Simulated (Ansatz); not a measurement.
Run this with Ansatz 0.2.0 through its Python package and show what comes out.

Contents of `ch5bcln.xyz`:
```text
9

N    -0.72990    0.97700   -0.11140
C     0.01730   -0.00740    0.53540
B     0.56050   -1.02690   -0.55270
Cl   -0.48420   -2.02110   -1.57620
H    -0.12980    1.65240   -0.66120
H    -1.22720    1.61770    0.62100
H     0.89140    0.46520    1.09360
H    -0.57370   -0.54930    1.24900
H     1.76400   -1.15380   -0.61460
```

The script, `ch5bcln_md.py`:
```python
"""Molecular dynamics of one CH5BClN molecule."""

import ansatz as az
import numpy as np

BASIS_SET = "def2-SVP"
FUNCTIONAL = "b3lyp"
N_STEPS = 20
TEMPERATURE_K = 300


def main() -> None:
    geometry = az.Crystal.molecule_from_extxyz("ch5bcln.xyz")

    calculation = geometry.calculation().basis(gaussian=BASIS_SET).functional(FUNCTIONAL)
    symbols = [site.symbol for site in geometry.cartesian_sites]
    start = np.array([site.position_ang for site in geometry.cartesian_sites], dtype=float)
    data = calculation.relax(force_tolerance=0.02).run().report
    end = np.array(data["positions_ang"])
    minimum = az.Crystal.molecule()
    for symbol, place in zip(symbols, end):
        minimum = minimum.atom(symbol, place.tolist())

    # dynamics from the relaxed geometry
    calculation = (
        minimum.calculation()
        .basis(gaussian=BASIS_SET)  # the orbital basis, by name
        .functional(FUNCTIONAL)
        .md("nve", timestep=0.5, steps=N_STEPS, temperature=TEMPERATURE_K, initial_velocities="maxwell_boltzmann", seed=2)
    )
    frames = []
    result = calculation.session().plan().execute(on_event=lambda e: frames.append(e["data"]) if e["event"] == "md_step" else None)
    print("t (fs)   E_pot (eV)      E_kin (eV)   T (K)   d(0-1) (A)")
    for f in frames[::2]:
        xyz = np.array(f["positions_ang"])
        print(f"{f['time_fs']:6.2f} {f['lagrangian_ev']:14.5f} {f['e_kin_ev']:10.5f} {f['temperature_k']:8.1f} {np.linalg.norm(xyz[0] - xyz[1]):9.4f}")
    kept = np.array([f["conserved_ev"] for f in frames])
    print(f"conserved energy moves by at most {1000 * np.ptp(kept):.3f} meV")


if __name__ == "__main__":
    main()
```

```console
$ python ch5bcln_md.py
t (fs)   E_pot (eV)      E_kin (eV)   T (K)   d(0-1) (A)
  0.00   -15802.35191    0.27145    300.0    1.4498
  1.00   -15802.31712    0.23739    262.4    1.4513
  2.00   -15802.25522    0.17668    195.3    1.4525
  3.00   -15802.23042    0.15165    167.6    1.4533
  4.00   -15802.23269    0.15307    169.2    1.4537
  5.00   -15802.21509    0.13547    149.7    1.4541
  6.00   -15802.17541    0.09648    106.6    1.4544
  7.00   -15802.15204    0.07356     81.3    1.4550
  8.00   -15802.17095    0.09212    101.8    1.4557
  9.00   -15802.21198    0.13239    146.3    1.4564
 10.00   -15802.23269    0.15296    169.0    1.4571
conserved energy moves by at most 1.998 meV
```

Notes:
- Total energies depend on the basis set; only differences at equal settings carry meaning.
- The trajectory is only some femtoseconds long, so its temperature is not equilibrated; where the script doesn't relax first, it starts from a rough generated geometry.
- b3lyp holds the VWN-RPA fit, as in Gaussian; the form of ORCA and Turbomole is b3lyp5.
- The temperature counts the internal degrees of freedom alone.
- Run time: 2.1 min on 1 thread of Arm Neoverse V1, on a shared host, peak memory 0.24 GiB.
